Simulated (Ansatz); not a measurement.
This script for the Python package of Ansatz (0.2.0) starts 5 runs on BaTiO₃, space group Amm2. What input does the engine get in each?

The script, `plus_u.py`:
```python
"""DFT+U scan for BaTiO3."""

import warnings

import ansatz as az
import numpy as np

XC = "PBEsol"
CUTOFF = 550
FILLING = "fixed"


def count_gap(report):
    # lowest empty less highest filled band, counting bands; zero where they overlap
    return max(report.get("gap_by_band_count_ev") or 0.0, 0.0)

warnings.simplefilter("ignore", az.DeckWarning)

xtal = (
    az.Lattice.from_parameters(3.9855, 5.6738, 5.6903, alpha=90, beta=90, gamma=90)
    .space_group(38, hermann_mauguin="Amm2")
    .atom("Ba", (0.0, 0.0, 0.0))
    .atom("Ti", (0.5, 0.5, 0.0124))
    .atom("O", (0.0, 0.5, 0.9874))
    .atom("O", (0.5, 0.2567, 0.24854))
    .primitive()
)

calc = xtal.calculation().functional(XC).basis(CUTOFF).kpoints(4).occupations(FILLING).band_table()
rows = []
for u in [0.0, 1.5, 3.0, 4.5, 6.0]:
    r = calc.hubbard("Ti", "d", u_eff=u).run().report
    shell = r["hubbard"]["n_scf"]
    rows.append((u, count_gap(r), sum(shell) / len(shell), r["n_iterations"]))
print("      U_eff eV  gap by band count eV  Ti d occupation (projector)      iterations")
for row in rows:
    print(f"{str(row[0]):>14s}  {row[1]:20.3f}  {row[2]:27.4f}  {row[3]:14d}")
print("eigenvalues of the first occupation matrix at the last U, by spin:")
for channel in r["hubbard"]["n_eig"][0]:
    print("  ", " ".join(f"{n:.3f}" for n in channel))
```

Run 1:
```yaml
crystal:
  lattice:
    a: 3.9855
    b: 5.6738
    c: 5.6903
    alpha: 90.0
    beta: 90.0
    gamma: 90.0
  space_group: 38
  setting:
    hermann_mauguin: Amm2
  atoms:
    - { symbol: Ba, position: [0.0, 0.0, 0.0] }
    - { symbol: Ti, position: [0.5, 0.5, 0.0124] }
    - { symbol: O, position: [0.0, 0.5, 0.9874] }
    - { symbol: O, position: [0.5, 0.2567, 0.24854] }
  reduce_to_primitive: true
basis:
  ecutwfc: 550.0
kpoints:
  mp_grid:
    grid: [4, 4, 4]
hamiltonian:
  xc: pbesol
  hubbard:
    - { species: Ti, l: d, u_eff: 0.0 }
scf:
  occupations:
    method: fixed
output:
  eigenvalues: true
```

Run 2, against run 1:
```diff
-    - { species: Ti, l: d, u_eff: 0.0 }
+    - { species: Ti, l: d, u_eff: 1.5 }
```

Run 3, against run 1:
```diff
-    - { species: Ti, l: d, u_eff: 0.0 }
+    - { species: Ti, l: d, u_eff: 3.0 }
```

Run 4, against run 1:
```diff
-    - { species: Ti, l: d, u_eff: 0.0 }
+    - { species: Ti, l: d, u_eff: 4.5 }
```

Run 5, against run 1:
```diff
-    - { species: Ti, l: d, u_eff: 0.0 }
+    - { species: Ti, l: d, u_eff: 6.0 }
```

Running `python plus_u.py` prints:
```text
      U_eff eV  gap by band count eV  Ti d occupation (projector)      iterations
           0.0                 1.859                       2.3805               9
           1.5                 2.005                       2.3172               9
           3.0                 2.170                       2.2510               9
           4.5                 2.358                       2.1818               9
           6.0                 2.572                       2.1098               9
eigenvalues of the first occupation matrix at the last U, by spin:
   0.161 0.161 0.162 0.285 0.285
```

From U = 0 to 6 eV the gap on the mesh goes from 1.86 eV to 2.57 eV.

Reading the output:
- The run is spin-unpolarised.
- Semilocal gaps usually lie well under measured ones.
- With fixed filling the reported Fermi level is the top filled level among the k-points of the SCF.
- The structure is a deposited one; some such entries were measured under pressure or heat, so a shift against it needn't be the functional's error alone.
- Gaps and levels are Kohn-Sham values on a finite set of k-points, without spin-orbit coupling.
- Shell occupations and the effect of U depend on the projectors; a run with no .spin step is spin-unpolarised, and each U may end in a state that isn't the lowest.
- Wall time of the script: 29 s on 1 thread of Arm Neoverse V2, on a shared host, peak memory 0.43 GiB.
